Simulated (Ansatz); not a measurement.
**Si3O2: one candidate structure**

Where does Si3O2 go from the start given, anti-corundum type (R-3c, No. 167)?

Method: DFT PBE, scalar-relativistic, plane waves, PAW, in Ansatz 0.2.0.

2 further runs of the same task are left out: 2 set aside as unsound or not needed.

## Step 1: Starting point

The structure is trigonal, space group R-3c (No. 167). The conventional cell has a = 5.365 Å, b = 5.365 Å, c = 14.647 Å, α = 90.00°, β = 90.00°, γ = 120.00°. Si (site symmetry 2) is surrounded by 4 O at 2.09 to 2.22 Å. Around O (site symmetry 3) lie 6 Si at 2.09 to 2.22 Å.

Coordinates:

```
Si O
1.0
     2.68236    1.54866    4.88230
    -2.68236    1.54866    4.88230
     0.00000   -3.09732    4.88230
Si O
6 4
Direct
  0.05625 0.44375 0.75000
  0.75000 0.05625 0.44375
  0.44375 0.75000 0.05625
  0.94375 0.55625 0.25000
  0.25000 0.94375 0.55625
  0.55625 0.25000 0.94375
  0.85218 0.85218 0.85218
  0.64782 0.64782 0.64782
  0.14782 0.14782 0.14782
  0.35218 0.35218 0.35218
```

(A quick probe on a coarse mesh, which set the mesh and smearing, is not shown.)

## Step 3: Rough relaxation on the coarse mesh

The input, input.yaml:

```yaml
crystal:
  lattice:
    - [2.682361806, 1.5486623107, 4.8823012989]
    - [-2.682361806, 1.5486623107, 4.8823012989]
    - [0.0, -3.0973246216, 4.8823012989]
  atoms:
    - { symbol: Si, position: [0.05625, 0.44375, 0.75] }
    - { symbol: Si, position: [0.75, 0.05625, 0.44375] }
    - { symbol: Si, position: [0.44375, 0.75, 0.05625] }
    - { symbol: Si, position: [0.94375, 0.55625, 0.25] }
    - { symbol: Si, position: [0.25, 0.94375, 0.55625] }
    - { symbol: Si, position: [0.55625, 0.25, 0.94375] }
    - { symbol: O, position: [0.85218, 0.85218, 0.85218] }
    - { symbol: O, position: [0.64782, 0.64782, 0.64782] }
    - { symbol: O, position: [0.14782, 0.14782, 0.14782] }
    - { symbol: O, position: [0.35218, 0.35218, 0.35218] }
basis:
  ecutwfc: 420
kpoints:
  mp_grid: { grid: [6, 6, 6] }
hamiltonian:
  xc: pbe
scf:
  occupations: { method: gaussian, width: 0.1 }
  lower_state_search: "off"
output:
  forces: true
  stress: true
  eigenvalues: true
relax:
  adjacent_minimum: "off"
  f_tol: 0.04
  max_steps: 70
  cell: { stress_tol: 0.4 }
```

The run is started by

```console
> ansatz run input.yaml --threads 1 --pin off --max-ram 2560MiB --backend cpu --events-out ev --progress --plain --runs-dir out
```

The session goes on with these runs: the relaxation.

What does the calculation give?

As calculated:

Formation energies count from the elements, computed with the same settings in runs not shown here.

| quantity | value |
| --- | --- |
| cell (conventional) | a = 6.175 Å, b = 6.175 Å, c = 5.505 Å, α = 90.00°, β = 90.00°, γ = 120.00° |
| space group | R-3m (No. 166) |
| volume | 12.12 Å³/atom |
| gap on the mesh | none (metal) |
| formation energy from the elements | -0.777 eV/atom |

**Reading.** The structure ended in another space group than at the start: R-3c to R-3m. With -0.78 eV/atom it lies under the elements, which doesn't yet make it stable against other compounds of them. The final runs have no spin polarisation, so no magnetic state was tried and one may lie lower.
